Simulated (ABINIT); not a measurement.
The system is Ta3N.

```
CELL_PARAMETERS angstrom
3.03222 0.00000 0.00000
-1.51611 2.62598 0.00000
0.00000 0.00000 7.52414
ATOMIC_POSITIONS crystal
Ta 0.66667 0.33333 0.82607
Ta 0.33333 0.66667 0.17393
Ta 0.00000 0.00000 0.50000
N 0.00000 0.00000 0.00000
```

The cell comes from a database or a generator and needn't be the stable form of this composition.

Base run:

* Program: ABINIT 10.8.3 (patched build)
* Functional: PBE
* Potentials or basis: JTH PAW PBE v2.0
* Cutoff: 707 eV
* k mesh: 10 × 10 × 4
* Occupations: fermi-dirac, width 0.05 eV
* Spin: no spin polarisation

Its results: band gap on the k mesh none (metal or under the smearing width); pressure -0.8 GPa; largest force 0.127 eV/Å.

The run is repeated on the same cell with these changes: functional from PBE to LDA; potentials or basis from JTH PAW PBE v2.0 to JTH PAW LDA v2.0. What comes out?

Band gap on the k mesh none (metal or under the smearing width); pressure -13.7 GPa; largest force 0.559 eV/Å.

Not every run made on this cell is shown here.
